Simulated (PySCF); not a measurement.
# A workflow on CH4FSSi− (SMILES CS[SiH-]F)

Aim: a transition-state search (HF/STO-3G), then vibrational wavenumbers, then a reaction path (HF/STO-3G), then the energy (HF/STO-3G), then a single-point energy (UCCSD(T)/6-31G), then the energy of CH4FSSi−. The job is set up through a Python script.

The calculation is run with PySCF 2.14.0.

### Step 1. The structure to begin with

CH4FSSi− has 8 atoms, charge -1, and is taken as a singlet. As SMILES, `CS[SiH-]F`. The run starts from this shape.

Bond lengths: C1–S2 1.808 Å, S2–Si3 2.249 Å, Si3–F4 1.695 Å, C1–H5 1.091 Å, S2–H6 1.309 Å, C1–H7 1.091 Å, Si3–H8 1.485 Å. Angles: C1–S2–Si3 93.8°, S2–Si3–F4 101.2°, C1–S2–H6 46.4°, Si3–S2–H6 65.1°, S2–C1–H5 109.4°, S2–C1–H7 108.9°, S2–Si3–H8 94.1°, F4–Si3–H8 94.6°, H5–C1–H7 109.4°.

### Step 2. A saddle-point search at HF/STO-3G (density fitting with aug-cc-pvtz-jkfit) (run 1)

run.py reads:

```python
from pyscf import gto
from pyscf.geomopt.geometric_solver import kernel as optimise

mol = gto.Mole()
mol.atom = '''
C        0.738930       1.048240      -0.427030
S        0.557010       0.058970       1.074930
Si      -1.347520      -0.916940       0.382800
F       -0.742220      -2.239010      -0.487340
H        0.991060       0.395080      -1.263630
H       -0.251085       0.841483       0.404666
H        1.541430       1.772110      -0.278520
H       -1.538990      -1.679330       1.642320
'''
mol.max_memory = 1860
mol.verbose = 3
mol.basis = 'sto-3g'
mol.charge = -1
mol.build()

mf = mol.RHF()
mf = mf.density_fit(auxbasis='aug-cc-pvtz-jkfit')
converged, mol_eq = optimise(mf, maxsteps=60, transition=True, hessian=True)
print('converged:', converged)
print(mol_eq.tostring())

mf.reset(mol_eq)
mol = mol_eq
mf.kernel()
etot = mf.e_tot
print('E = %.10f Eh' % etot)
```

Command:

```
$ OMP_NUM_THREADS=1 python run.py
```

What it wrote:

```text
converged SCF energy = -816.189432473423

[... 43 lines left out ...]
> Convergence Criteria:
[... 40 lines left out ...]
Zero-point vibrational energy:                                   32.8779 kcal/mol
[... 108 lines left out ...]
converged SCF energy = -816.203875043303
[... 153 lines left out ...]
converged SCF energy = -816.229367416624
[... 153 lines left out ...]
converged SCF energy = -816.231045769857
[... 123 lines left out ...]
Converged! =D
[... 1 line left out ...]
converged: True
C           1.10731815        1.10017946       -0.48354279
S           0.03330041        0.23081753        1.06976247
Si         -1.58254003       -0.98892111        0.04306717
[... 4 lines of this table left out ...]
H          -2.06942801       -1.44064302        1.36094695
converged SCF energy = -816.231049318798
E = -816.2310493188 Eh
```

Wall time 29 s (1 thread of Arm Neoverse V1, shared host); peak memory 0.31 GiB.

Step by step:

```tsv
step	energy from the first frame kept (eV)	largest force (eV/Å)
0	0.0000	8.6445
1	-0.0178	8.0589
2	-0.0477	7.2414
3	-0.1041	6.1073
4	-0.2169	4.5779
5	-0.3930	3.0015
6	-0.5766	1.9279
7	-0.7263	1.4060
8	-0.8460	1.1024
9	-0.9387	0.8590
10	-1.0066	0.6835
11	-1.0580	0.4790
12	-1.0867	0.3015
13	-1.1042	0.1786
14	-1.1156	0.1239
15	-1.1236	0.0876
16	-1.1289	0.0572
17	-1.1317	0.0813
18	-1.1321	0.0682
19	-1.1324	0.0297
20	-1.1324	0.0138
21	-1.1325	0.0329
22	-1.1324	0.0140
23	-1.1325	0.0036
24	-1.1325	0.0024
```

After the run. Bond lengths: C1–S2 2.079 Å, S2–Si3 2.270 Å, Si3–F4 1.669 Å, C1–H5 1.097 Å, S2–H6 1.380 Å, C1–H7 1.099 Å, Si3–H8 1.476 Å. Angles: C1–S2–Si3 104.7°, S2–Si3–F4 94.8°, C1–S2–H6 46.1°, Si3–S2–H6 99.4°, S2–C1–H5 96.5°, S2–C1–H7 95.0°, S2–Si3–H8 89.7°, F4–Si3–H8 94.0°, H5–C1–H7 105.9°.

### Step 3. Vibrational wavenumbers at HF/STO-3G (density fitting with aug-cc-pvtz-jkfit) (run 2)

job.py reads:

```python
import numpy
from pyscf import gto, scf, symm
from pyscf.hessian import thermo

molecule = gto.Mole()
molecule.atom = '''
C        1.535852       1.627054      -0.764040
S        0.461834       0.757693       0.789265
Si      -1.154006      -0.462046      -0.237430
F       -0.188662      -1.802989      -0.470874
H        1.518241       0.755635      -1.430224
H        0.337432       1.935771       0.081929
H        2.503403       1.588898      -0.245023
H       -1.640894      -0.913768       1.080450
'''
molecule.verbose = 3
molecule.max_memory = 1860
molecule.charge = -1
molecule.basis = 'sto-3g'
molecule.build()

hf = scf.RHF(molecule)
hf = hf.density_fit(auxbasis='aug-cc-pvtz-jkfit')
hf.kernel()

energy = hf.e_tot
print('E = %.10f Eh' % energy)
hess = hf.Hessian().kernel()
modes = thermo.harmonic_analysis(molecule, hess)
print('frequencies (1/cm)', numpy.round(modes['freq_wavenumber'], 1))
symm.geom.TOLERANCE = 1e-3  # for the symmetry number
th = thermo.thermo(hf, modes['freq_au'], 200, 101325)
thermo.dump_thermo(molecule, th)
```

Command:

```
$ OMP_NUM_THREADS=1 python job.py
```

What it wrote:

```text
converged SCF energy = -816.231049318781
E = -816.2310493188 Eh
frequencies (1/cm) [   0. +1747.4j   41.4   +0.j   160.4   +0.j   256.3   +0.j
  289.6   +0.j   347.9   +0.j   498.1   +0.j   898.2   +0.j
  951.3   +0.j  1044.7   +0.j  1152.6   +0.j  1190.4   +0.j
 1253.7   +0.j  1806.8   +0.j  2563.8   +0.j  2798.1   +0.j
 3429.1   +0.j  3602.8   +0.j ]
temperature 200.0000 [K]
pressure 101325.00 [Pa]
Rotational constants [GHz] 7.65701 2.49186 2.25431
Symmetry number 1
Zero-point energy (ZPE) 0.05077 [Eh]   133296.169 [J/mol]
                           tot       elec      trans        rot        vib
Entropy [J/mol/K]       300.570      0.000    157.265    105.545     37.760
Cv [J/mol/K]             62.575      0.000     12.472     12.472     37.632
Cp [J/mol/K]             70.890      0.000     20.786     12.472     37.632
Internal energy [J/mol]                      2494.338   2494.338 137261.371
Internal energy [Eh]   -816.17687  -816.23105
Enthalpy [J/mol]                             4157.230   2494.338 137261.371
Enthalpy [Eh]          -816.17624
Gibbs free energy [J/mol]                  -27295.836 -18614.680 129709.379
Gibbs free energy [Eh] -816.19913
```

It took 11 s on 1 thread of Arm Neoverse V1, shared host; peak memory 0.3 GiB.

### Step 4. A reaction path at HF/STO-3G (density fitting with aug-cc-pvtz-jkfit, path step 0.2 bohr*amu^0.5) (run 3)

calc.py reads:

```python
import numpy
from pyscf import gto
from pyscf.hessian import thermo

system = gto.M(
    atom='''
C    1.107318   1.100179  -0.483543
S    0.033300   0.230818   1.069762
Si  -1.582540  -0.988921   0.043067
F   -0.617196  -2.329864  -0.190377
H    1.089707   0.228760  -1.149727
H   -0.091102   1.408896   0.362426
H    2.074869   1.062023   0.035474
H   -2.069428  -1.440643   1.360947
''',
    spin=0,
    verbose=3,
    charge=-1,
    max_memory=1860,
    basis='sto-3g',
)

hf = system.RHF()
hf = hf.density_fit(auxbasis='aug-cc-pvtz-jkfit')
hf.kernel()
modes = thermo.harmonic_analysis(system, hf.Hessian().kernel())
print('lowest modes (1/cm)', numpy.round(modes['freq_wavenumber'][:3], 1))
w = numpy.sqrt(system.atom_mass_list(isotope_avg=True))[:, None]
mode = modes['norm_mode'][0] * w
mode /= numpy.linalg.norm(mode)
scanner = hf.nuc_grad_method().as_scanner()
x_ts, e_ts, ds = system.atom_coords() * w, hf.e_tot, 0.2  # mass-weighted, bohr amu^1/2
path = []
for sign in (1, -1):
    x, e_old = x_ts + sign * ds * mode, e_ts
    for k in range(1, 21):
        e, g = scanner(system.set_geom_(x / w, unit='bohr', inplace=False))
        if e > e_old:
            break
        path.append((sign * k * ds, e, x / w, g))
        d1 = -g / w / numpy.linalg.norm(g / w)
        g2 = scanner(system.set_geom_((x + 0.5 * ds * d1) / w, unit='bohr', inplace=False))[1] / w  # midpoint rule
        x, e_old = x - ds * g2 / numpy.linalg.norm(g2), e
path.sort(key=lambda p: p[0])
print('s (bohr amu^1/2)   E - E(TS) (kcal/mol)')
for s, e, x, g in path:
    print('%7.2f %10.3f' % (s, (e - e_ts) * 627.5095))
for s, e, x, g in (path[0], path[-1]):
    print('end at s = %.2f' % s)
    print(system.set_geom_(x, unit='bohr', inplace=False).tostring())
```

Command:

```
$ OMP_NUM_THREADS=1 python calc.py
```

What it wrote:

```text
converged SCF energy = -816.231049318781
lowest modes (1/cm) [  0. +1747.4j  41.4   +0.j  160.4   +0.j ]

WARN: Mole.unit (angstrom) is changed to bohr

[... 82 lines left out ...]
WARN: Mole.unit (angstrom) is changed to bohr
[... 97 lines left out ...]
converged SCF energy = -816.344160805737
[... 105 lines left out ...]
WARN: Mole.unit (angstrom) is changed to bohr
[... 97 lines left out ...]
converged SCF energy = -816.242029559743
[... 105 lines left out ...]
WARN: Mole.unit (angstrom) is changed to bohr
[... 97 lines left out ...]
converged SCF energy = -816.283143004256
[... 16 lines left out ...]
WARN: Mole.unit (angstrom) is changed to bohr

C           1.12117160        1.06193330       -0.46655366
S           0.04849677        0.25721386        1.04201171
Si         -1.58872224       -0.99658121        0.03986719
[... 4 lines of this table left out ...]
H          -2.06381862       -1.44329118        1.36539072
end at s = 2.80

WARN: Mole.unit (angstrom) is changed to bohr

C           1.01122396        1.02805271       -0.35689005
S           0.04802307        0.22398031        1.05831464
Si         -1.57647674       -0.98291125        0.04335523
[... 4 lines of this table left out ...]
H          -2.05967155       -1.41171956        1.37182835
```

Run time: 45 s. Hardware: 1 thread of Arm Neoverse V1, shared host; peak memory 0.3 GiB.

Steps, from the record of the run:

```tsv
step	energy from the first frame kept (eV)	largest force (eV/Å)
0	0.0000	2.2325
1	0.1042	2.6066
2	0.1972	2.3403
3	0.3150	2.1731
4	0.4831	2.1490
5	0.6829	1.9954
6	0.9019	2.0961
7	1.1235	2.0158
8	1.3231	1.6687
9	1.4695	0.9972
10	1.4604	1.2206
11	1.2593	2.3578
12	0.9454	3.1947
13	0.5593	4.2881
14	0.1276	5.3115
15	-0.3385	6.1760
16	-0.8252	6.7870
17	-1.3133	7.0927
18	-1.7825	7.0711
19	-2.2137	6.7249
20	-2.5906	6.0794
21	-2.9006	5.1798
22	-3.1362	4.0913
23	-3.2917	2.9825
```

### Step 5. The energy at HF/STO-3G (density fitting with aug-cc-pvtz-jkfit) (run 4)

job.py reads:

```python
from pyscf import gto

mol = gto.Mole()
mol.atom = '''
C      0.738930     1.048240    -0.427030
S      0.557010     0.058970     1.074930
Si    -1.347520    -0.916940     0.382800
F     -0.742220    -2.239010    -0.487340
H      0.991060     0.395080    -1.263630
H     -0.199700     1.560870    -0.643540
H      1.541430     1.772110    -0.278520
H     -1.538990    -1.679330     1.642320
'''
mol.basis = 'sto-3g'
mol.charge = -1
mol.verbose = 3
mol.max_memory = 1860
mol.build()

calc0 = mol.RHF()
calc0 = calc0.density_fit(auxbasis='aug-cc-pvtz-jkfit')
calc0.kernel()

e_tot = calc0.e_tot
print('E(%s) = %.9f' % ('HF', e_tot))
```

Command:

```
$ OMP_NUM_THREADS=1 python job.py
```

What it wrote:

```text
converged SCF energy = -816.410913596844
E(HF) = -816.410913597
```

Wall time 1.2 s (1 thread of Arm Neoverse V1, shared host); peak memory 0.13 GiB.

### Step 6. The energy at UCCSD(T)/6-31G (run 5)

job.py reads:

```python
from pyscf import gto, cc

mol = gto.M(
    atom='''
C        1.107318       1.100179      -0.483543
S        0.033300       0.230818       1.069762
Si      -1.582540      -0.988921       0.043067
F       -0.617196      -2.329864      -0.190377
H        1.089707       0.228760      -1.149727
H       -0.091102       1.408896       0.362426
H        2.074869       1.062023       0.035474
H       -2.069428      -1.440643       1.360947
''',
    charge=-1,
    verbose=4,
    max_memory=1860,
    basis='6-31g',
)

mf = mol.UHF()
mf.kernel()
for _ in range(3):
    mo, _, stable, _ = mf.stability(return_status=True)
    if stable:
        break
    mf.kernel(mf.make_rdm1(mo, mf.mo_occ))

mycc = cc.CCSD(mf, frozen=12)
mycc.kernel()
e_t = mycc.ccsd_t()
e_tot = mycc.e_tot + e_t
print('E = %.10f Eh' % e_tot)
mf.analyze()
```

Command:

```
$ OMP_NUM_THREADS=1 python job.py
```

What it wrote:

```text
PySCF version 2.14.0

[... 100 lines left out ...]
converged SCF energy = -825.85629096545  <S^2> = 1.1970197e-07  2S+1 = 1.0000002
[... 36 lines left out ...]
Total Energy =                        -825.856290965450057
[... 2 lines left out ...]
Two-electron Energy =                  532.369253831111223
[... 5 lines left out ...]
MO #1   energy= -91.7436894170392  | -91.7436917213403  occ= 1 | 1
[... 3 lines left out ...]
MO #52  energy= 2.37415389717302   | 2.37415397226163   occ= 0 | 0
[... 80 lines left out ...]
WARN: System has nonzero charge -1; the dipole moment is origin-dependent.
Location of origin: [0. 0. 0.]

Dipole moment(X, Y, Z, Debye):  2.22474,  2.42901, -0.61115
```

Wall time 15 s (1 thread of Arm Neoverse V1, shared host); peak memory 0.22 GiB.

### Step 7. The energy at UCCSD(T)/6-31G (run 6)

run.py reads:

```python
# CS[SiH-]F
from pyscf import gto, scf, cc

system = gto.M(
    atom='''
C        0.738930       1.048240      -0.427030
S        0.557010       0.058970       1.074930
Si      -1.347520      -0.916940       0.382800
F       -0.742220      -2.239010      -0.487340
H        0.991060       0.395080      -1.263630
H       -0.199700       1.560870      -0.643540
H        1.541430       1.772110      -0.278520
H       -1.538990      -1.679330       1.642320
''',
    symmetry=True,
    charge=-1,
    basis='6-31g',
    max_memory=1860,
    verbose=4,
)

mf = scf.UHF(system)
mf.kernel()
for _ in range(3):
    mo, _, stable, _ = mf.stability(return_status=True)
    if stable:
        break
    mf.kernel(mf.make_rdm1(mo, mf.mo_occ))

mycc = cc.CCSD(mf, frozen=12)
mycc.kernel()
e_t = mycc.ccsd_t()
energy = mycc.e_tot + e_t
print('Final energy', energy)
mf.analyze()
```

Command:

```
$ OMP_NUM_THREADS=1 python run.py
```

What it wrote:

```text
PySCF version 2.14.0

[... 113 lines left out ...]
Init t2, MP2 energy = -0.315356672085232
[... 19 lines left out ...]
Total Energy =                        -826.022127595566189
[... 2 lines left out ...]
Two-electron Energy =                  536.214212019172237
[... 5 lines left out ...]
MO #1   energy= -91.7240626855399  | -91.7240629395315  occ= 1 | 1
[... 3 lines left out ...]
MO #52  energy= 2.37475480137791   | 2.37475462595626   occ= 0 | 0
[... 80 lines left out ...]
WARN: System has nonzero charge -1; the dipole moment is origin-dependent.
Location of origin: [0. 0. 0.]

Dipole moment(X, Y, Z, Debye):  2.46100,  4.75884, -2.52031
```

Run time: 14 s. Hardware: 1 thread of Arm Neoverse V1, shared host; peak memory 0.23 GiB.

### Step 8. Summary of results

| quantity | value |
| --- | --- |
| run 1, HF/STO-3G: total energy at the end | -816.23105 Eh |
| run 1, HF/STO-3G: HOMO energy | 1.22 eV |
| run 1, HF/STO-3G: LUMO energy | 15.70 eV |
| run 1, HF/STO-3G: HOMO–LUMO gap (to an unbound level, set by the basis) | 14.48 eV |
| run 2, HF/STO-3G: lowest harmonic wavenumber | 1747i cm⁻¹ (imaginary) |
| run 2, HF/STO-3G: highest harmonic wavenumber | 3603 cm⁻¹ |
| run 3, HF/STO-3G: energy at the saddle point | -816.23105 Eh |
| run 4, HF/STO-3G: total energy | -816.41091 Eh |
| run 4, HF/STO-3G: HOMO energy | 2.31 eV |
| run 4, HF/STO-3G: LUMO energy | 18.29 eV |
| run 4, HF/STO-3G: HOMO–LUMO gap (to an unbound level, set by the basis) | 15.98 eV |
| run 5, UCCSD(T)/6-31G: total energy | -826.21985 Eh |
| run 5, UCCSD(T)/6-31G: HOMO energy (Hartree–Fock orbitals) | -3.22 eV |
| run 5, UCCSD(T)/6-31G: LUMO energy (Hartree–Fock orbitals) | 7.86 eV |
| run 5, UCCSD(T)/6-31G: HOMO–LUMO gap (to an unbound level, set by the basis) | 11.08 eV |
| run 5, UCCSD(T)/6-31G: correlation energy (12 core orbitals frozen) | -363.6 mEh |
| run 5, UCCSD(T)/6-31G: (T) correction | -8.39 mEh |
| run 5, UCCSD(T)/6-31G: T1 diagnostic | 0.018 |
| run 6, UCCSD(T)/6-31G: total energy | -826.37614 Eh |
| run 6, UCCSD(T)/6-31G: HOMO energy (Hartree–Fock orbitals) | -2.65 eV |
| run 6, UCCSD(T)/6-31G: LUMO energy (Hartree–Fock orbitals) | 8.66 eV |
| run 6, UCCSD(T)/6-31G: HOMO–LUMO gap (to an unbound level, set by the basis) | 11.31 eV |
| run 6, UCCSD(T)/6-31G: correlation energy (12 core orbitals frozen) | -354.0 mEh |
| run 6, UCCSD(T)/6-31G: (T) correction | -6.23 mEh |
| run 6, UCCSD(T)/6-31G: T1 diagnostic | 0.011 |

What this shows: Mulliken charges (run 1, HF/STO-3G) run from -0.42 on F4 to +0.28 on Si3. The HOMO (run 1, HF/STO-3G) lies at positive energy, 1.22 eV: the electron is unbound at this level or held by a compact basis; values depend on the basis. 1 mode is imaginary (lowest 1747i cm⁻¹): a first-order saddle point. Mulliken charges (run 2, HF/STO-3G) run from -0.42 on F4 to +0.28 on Si3. The HOMO (run 2, HF/STO-3G) lies at positive energy, 1.22 eV: the electron is unbound at this level or held by a compact basis; values depend on the basis. Mulliken charges (run 4, HF/STO-3G) run from -0.43 on F4 to +0.22 on Si3; they depend strongly on the basis.
